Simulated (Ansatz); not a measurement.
A nudged elastic band was laid between two geometries of a periodic cell of 63 atoms, AlSi62 (host Si, host structure diamond, dopant Al, one Si atom removed), cell charge -1.

Theory: Ansatz, DFT PBE-D3(BJ), scalar-relativistic, plane waves, PAW. Settings: PAW set soft_1, cutoff 420 eV, k mesh 1x1x1, gaussian smearing 0.05 eV, no spin polarisation.

```yaml
movable_images: 3
climbing_image: yes
spring: 50.0 eV/Å²
optimiser: fire
start_path: default
force_threshold: 0.05 eV/Å
iteration_limit: 50
end_points: relaxed
```

Initial state:

```xyz
63
Lattice="10.8600 0.0000 0.0000 0.0000 10.8600 0.0000 0.0000 0.0000 10.8600" Properties=species:S:1:pos:R:3
Si 5.351 -0.076 0.048
Si 6.770 1.344 1.352
Si 8.155 2.726 0.005
Si 9.567 4.141 1.321
Si 8.125 0.016 2.729
Si 9.510 1.382 4.064
Si -0.019 0.001 0.015
Si 1.353 1.359 1.361
Si 2.709 2.714 0.005
Si 4.088 4.052 1.372
Si 5.429 5.413 0.014
Si 6.785 6.786 1.361
Si 8.142 8.140 0.005
Si 9.479 9.520 1.373
Si 2.700 0.004 2.735
Si 4.080 1.354 4.090
Si 5.444 2.699 2.730
Si 6.811 4.082 4.066
Si 8.174 5.447 2.700
Si 9.567 6.825 4.007
Si 5.409 -0.019 5.468
Si 6.781 1.354 6.792
Si 8.143 2.714 5.431
Si 9.508 4.081 6.764
Si 8.105 -0.018 8.165
Si 9.484 1.353 9.494
Si 0.100 5.532 -0.047
Al 1.774 7.207 0.940
Si 3.935 9.369 1.379
Si 0.014 2.748 2.700
Si 1.394 4.140 4.007
Si 2.761 5.531 2.614
Si 4.090 6.774 4.092
Si 5.431 8.134 2.734
Si 6.783 9.513 4.091
Si -0.016 0.015 5.449
Si 1.361 1.344 6.802
Si 2.711 2.727 5.421
Si 4.079 4.057 6.793
Si 5.443 5.416 5.448
Si 6.769 6.796 6.803
Si 8.155 8.142 5.422
Si 9.484 9.512 6.794
Si 2.667 -0.075 8.220
Si 4.045 1.317 9.529
Si 5.410 2.680 8.165
Si 6.782 4.057 9.495
Si 8.124 5.417 8.130
Si 9.481 6.774 9.484
Si 0.100 8.195 2.615
Si 1.342 9.522 4.094
Si 0.013 5.445 5.400
Si 1.353 6.786 6.787
Si 2.709 8.140 5.431
Si 4.044 9.476 6.828
Si -0.016 2.698 8.131
Si 1.342 4.053 9.485
Si 2.700 5.413 8.143
Si 3.936 6.767 9.636
Si 5.350 8.099 8.223
Si 6.744 9.477 9.531
Si -0.018 8.133 8.144
Si 1.337 9.371 9.635
```

Final state:

Only the atoms that move by more than 0.05 Å are listed.
```
Si27 0.134 5.564 -0.021
Al28 2.298 7.728 0.417
Si29 3.975 9.405 1.406
Si32 2.736 5.564 2.581
Si50 0.134 8.166 2.581
Si59 3.975 6.739 9.600
Si63 1.309 9.405 9.600
```

(1) Which bonds break or form, and what moves?

(2) Give the energies along the band, and the barrier.

(3) What is the geometry of the highest image?

## Answers

(1) Contacts lost: Si27–Al28, Al28–Si32, Al28–Si50. Contacts made: Al28–Si29, Al28–Si59, Al28–Si63. The atom that moves furthest is Al28, by 0.91 Å; four of its nearest neighbours are Si27 2.57, Si50 2.57, Si32 2.57, Si29 3.09 Å at the first end and Si63 2.57, Si59 2.57, Si29 2.57, Si50 3.09 Å at the last.

(2) The forces met the threshold. The highest image is number 2 of 0 to 4, 0.099 eV above the ends, which have the same energy within 2 meV. The order of the stationary point at the top wasn't checked. Limits of this set-up: coarse k mesh, no spin, though dangling bonds at a vacancy may carry it, charged cell in a uniform background, uncorrected.

```csv
image,path coordinate (Å),energy (eV),Si27–Al28 (Å),Al28–Si32 (Å),Al28–Si50 (Å)
0,0.00,0.000,2.57,2.57,2.57
1,0.24,0.040,2.64,2.64,2.64
2,0.47,0.099,2.77,2.77,2.77
3,0.71,0.040,2.95,2.95,2.95
4,0.95,0.000,3.09,3.09,3.09
```

(3) 
```xyz
63
Lattice="10.8600 0.0000 0.0000 0.0000 10.8600 0.0000 0.0000 0.0000 10.8600" Properties=species:S:1:pos:R:3:forces:R:3
Si 5.345 -0.084 0.049 0.00 0.00 0.00
Si 6.772 1.343 1.351 0.00 0.00 0.00
Si 8.161 2.732 0.005 0.00 0.00 0.00
Si 9.587 4.159 1.307 0.00 0.00 0.00
Si 8.138 0.020 2.729 0.00 0.00 0.00
Si 9.518 1.395 4.056 0.00 0.00 0.00
Si -0.021 0.013 -0.002 0.00 0.00 0.00
Si 1.358 1.360 1.356 0.00 0.00 0.00
Si 2.714 2.715 0.000 0.00 0.00 0.00
Si 4.093 4.062 1.359 0.00 0.00 0.00
Si 5.442 5.410 -0.003 0.00 0.00 0.00
Si 6.788 6.790 1.356 0.00 0.00 0.00
Si 8.144 8.145 0.000 0.00 0.00 0.00
Si 9.490 9.524 1.359 0.00 0.00 0.00
Si 2.717 0.013 2.735 0.00 0.00 0.00
Si 4.087 1.365 4.090 0.00 0.00 0.00
Si 5.448 2.710 2.729 0.00 0.00 0.00
Si 6.824 4.089 4.056 0.00 0.00 0.00
Si 8.187 5.455 2.691 0.00 0.00 0.00
Si 9.588 6.838 3.987 0.00 0.00 0.00
Si 5.414 -0.015 5.466 0.00 0.00 0.00
Si 6.785 1.357 6.789 0.00 0.00 0.00
Si 8.147 2.718 5.428 0.00 0.00 0.00
Si 9.518 4.089 6.751 0.00 0.00 0.00
Si 8.109 -0.014 8.160 0.00 0.00 0.00
Si 9.484 1.365 9.487 0.00 0.00 0.00
Si 0.142 5.573 -0.039 0.00 0.00 0.00
Al 2.038 7.467 0.679 0.00 0.00 0.00
Si 3.930 9.362 1.396 0.00 0.00 0.00
Si 0.024 2.759 2.691 0.00 0.00 0.00
Si 1.407 4.159 3.987 0.00 0.00 0.00
Si 2.754 5.573 2.572 0.00 0.00 0.00
Si 4.093 6.787 4.084 0.00 0.00 0.00
Si 5.442 8.148 2.735 0.00 0.00 0.00
Si 6.794 9.518 4.090 0.00 0.00 0.00
Si -0.015 0.020 5.436 0.00 0.00 0.00
Si 1.363 1.344 6.802 0.00 0.00 0.00
Si 2.710 2.732 5.414 0.00 0.00 0.00
Si 4.087 4.056 6.781 0.00 0.00 0.00
Si 5.448 5.417 5.436 0.00 0.00 0.00
Si 6.772 6.795 6.802 0.00 0.00 0.00
Si 8.161 8.141 5.414 0.00 0.00 0.00
Si 9.484 9.518 6.781 0.00 0.00 0.00
Si 2.665 -0.083 8.229 0.00 0.00 0.00
Si 4.049 1.316 9.526 0.00 0.00 0.00
Si 5.414 2.680 8.160 0.00 0.00 0.00
Si 6.794 4.056 9.487 0.00 0.00 0.00
Si 8.138 5.417 8.126 0.00 0.00 0.00
Si 9.491 6.787 9.481 0.00 0.00 0.00
Si 0.142 8.185 2.572 0.00 0.00 0.00
Si 1.355 9.524 4.084 0.00 0.00 0.00
Si 0.024 5.455 5.387 0.00 0.00 0.00
Si 1.358 6.789 6.786 0.00 0.00 0.00
Si 2.714 8.145 5.430 0.00 0.00 0.00
Si 4.049 9.480 6.829 0.00 0.00 0.00
Si -0.015 2.710 8.126 0.00 0.00 0.00
Si 1.355 4.062 9.481 0.00 0.00 0.00
Si 2.717 5.411 8.133 0.00 0.00 0.00
Si 3.930 6.750 9.644 0.00 0.00 0.00
Si 5.345 8.097 8.230 0.00 0.00 0.00
Si 6.745 9.480 9.526 0.00 0.00 0.00
Si -0.021 8.148 8.133 0.00 0.00 0.00
Si 1.319 9.362 9.643 0.00 0.00 0.00
```

The run took 2.5 min on 4 threads of Arm Neoverse V1, on a shared host, peak memory 2.7 GiB.
